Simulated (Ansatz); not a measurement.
# BAu4: the cost of one run

Program: Ansatz 0.2.0. Level of theory: DFT r2SCAN, scalar-relativistic, plane waves, PAW. These are calculated values, not measurements.

The COD cell was measured well above room temperature, so it is larger than a cold one.

2 further runs of the same task are left out: 2 set aside as unsound or not needed.

## 1. The starting structure

Symmetry: P-3m1, No. 164, trigonal system. Conventional cell: a = 2.916 Å, b = 2.916 Å, c = 24.143 Å, α = 90.00°, β = 90.00°, γ = 120.00°. Au (site symmetry 3m) has 9 Au at 2.92 Å in its first shell of neighbours. Around Au (site symmetry 3m) lie 12 Au at 2.89 to 2.92 Å.

Structure file:

```cif
data_structure
_symmetry_space_group_name_H-M 'P 1'
_symmetry_Int_Tables_number 1
_cell_length_a 2.9162
_cell_length_b 2.9162
_cell_length_c 24.1432
_cell_angle_alpha 90.000
_cell_angle_beta 90.000
_cell_angle_gamma 120.000
_cell_volume 177.81
loop_
_atom_site_label
_atom_site_type_symbol
_atom_site_fract_x
_atom_site_fract_y
_atom_site_fract_z
_atom_site_occupancy
Au1 Au 0.66667 0.33333 0.35207 1
Au2 Au 0.33333 0.66667 0.45069 1
Au3 Au 0.00000 0.00000 0.54773 1
Au4 Au 0.66667 0.33333 0.64657 1
```

Planes are indexed in the bulk's conventional cell (Fm-3m (No. 225)), a = 4.124 Å, b = 4.124 Å, c = 4.124 Å, α = 90.00°, β = 90.00°, γ = 90.00°.

This (111) slab, 7.1 Å thick as cut, with 17 Å of vacuum; its outer planes are Au (top) and Au (bottom), was relaxed beforehand with its lower half held: -52653.1948 eV, work function 5.12 eV.

## 2. Start: B, top (Au)

Input file input.yaml:

```yaml
crystal:
  lattice:
    - [2.9162060726, 0.0, 0.0]
    - [-1.4581030363, 2.5255085416, 0.0]
    - [0.0, 0.0, 26.1432168628]
  atoms:
    - { symbol: Au, position: [0.6666666667, 0.3333333333, 0.3251321383] }
    - { symbol: Au, position: [0.3333333333, 0.6666666667, 0.4162101529] }
    - { symbol: Au, position: [0.0, 0.0, 0.505828143] }
    - { symbol: Au, position: [0.6666666667, 0.3333333333, 0.5971069364] }
    - { symbol: B, position: [0.6666666667, 0.3333333333, 0.6812587839] }
basis:
  ecutwfc: 500
kpoints:
  mp_grid: { grid: [12, 12, 1] }
hamiltonian:
  xc: r2scan
scf:
  occupations: { method: gaussian, width: 0.1 }
output:
  forces: true
  eigenvalues: true
  write_density: true
  write_potential: true
  elf: true
  volumetric_format: npy
relax:
  adjacent_minimum: "off"
  f_tol: 0.03
  max_steps: 70
  constraints: [{ sites: [0, 1] }]
efield:
  axis: 3
  dipole_correction: true
  ramp_width: 0.04
```

On the command line:

```sh
> ansatz run input.yaml --threads 2 --pin off --max-ram 5120MiB --backend cpu --events-out ev --progress --plain --runs-dir out
```

**Question.** How long does this run take on 2 threads of AMD EPYC 9R45 (Zen 5), shared host, and how much memory does it need?

About 26 s, with a peak of 1 GiB.
